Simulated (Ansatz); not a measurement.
# Cl3H3Si2: the cost of one run

Program: Ansatz 0.2.0. Level of theory: RKS B3LYP-D4/def2-SVP. These are calculated values, not measurements.

**1. The structure to begin with**

Bond lengths: Si1–Si2 2.220 Å, Si2–H3 1.460 Å, Si2–H4 1.460 Å, Si2–H5 1.460 Å, Si1–Cl6 2.130 Å, Si1–Cl7 2.128 Å, Si1–Cl8 2.128 Å. Angles: Si1–Si2–H3 109.5°, Si1–Si2–H4 109.5°, Si1–Si2–H5 109.5°, H3–Si2–H4 109.4°, H3–Si2–H5 109.4°, H4–Si2–H5 109.4°, Si2–Si1–Cl6 109.4°, Si2–Si1–Cl7 109.5°, Si2–Si1–Cl8 109.5°, Cl6–Si1–Cl7 109.5°, Cl6–Si1–Cl8 109.5°, Cl7–Si1–Cl8 109.5°.

Coordinates:

```xyz
8

Si    0.0000    0.0000    0.0000
Si    0.0000    0.0000    2.2200
H    -1.3148   -0.4067    2.7074
H     1.0096   -0.9353    2.7074
H     0.3052    1.3420    2.7074
Cl    2.0086    0.0000   -0.7093
Cl   -1.0032    1.7381   -0.7093
Cl   -1.0032   -1.7381   -0.7093
```

**2. Preparing the start**

Contents of input.yaml:

```yaml
crystal:
  periodic: [false, false, false]
  atoms:
    - { symbol: Si, position_ang: [0.0, 0.0, 0.0] }
    - { symbol: Si, position_ang: [0.0, 0.0, 2.22] }
    - { symbol: H, position_ang: [-1.3148, -0.4067, 2.7074] }
    - { symbol: H, position_ang: [1.0096, -0.9353, 2.7074] }
    - { symbol: H, position_ang: [0.3052, 1.342, 2.7074] }
    - { symbol: Cl, position_ang: [2.0086, 0.0, -0.7093] }
    - { symbol: Cl, position_ang: [-1.0032, 1.7381, -0.7093] }
    - { symbol: Cl, position_ang: [-1.0032, -1.7381, -0.7093] }
basis:
  gaussian: { orbitals: def2-SVP }
hamiltonian:
  xc: b3lyp
  dispersion: d4
relax:
  f_tol: 0.02
  max_steps: 40
output:
  orbitals: {}
```

The run is started by

```
$ ansatz run input.yaml --threads 4 --pin off --max-ram 5120MiB --backend cpu --events-out ev --progress --plain --runs-dir out
```

**Question.** How long does this run take on 4 threads of Arm Neoverse V2, shared host, and how much memory does it need?

About 12 s, with a peak of 0.26 GiB.
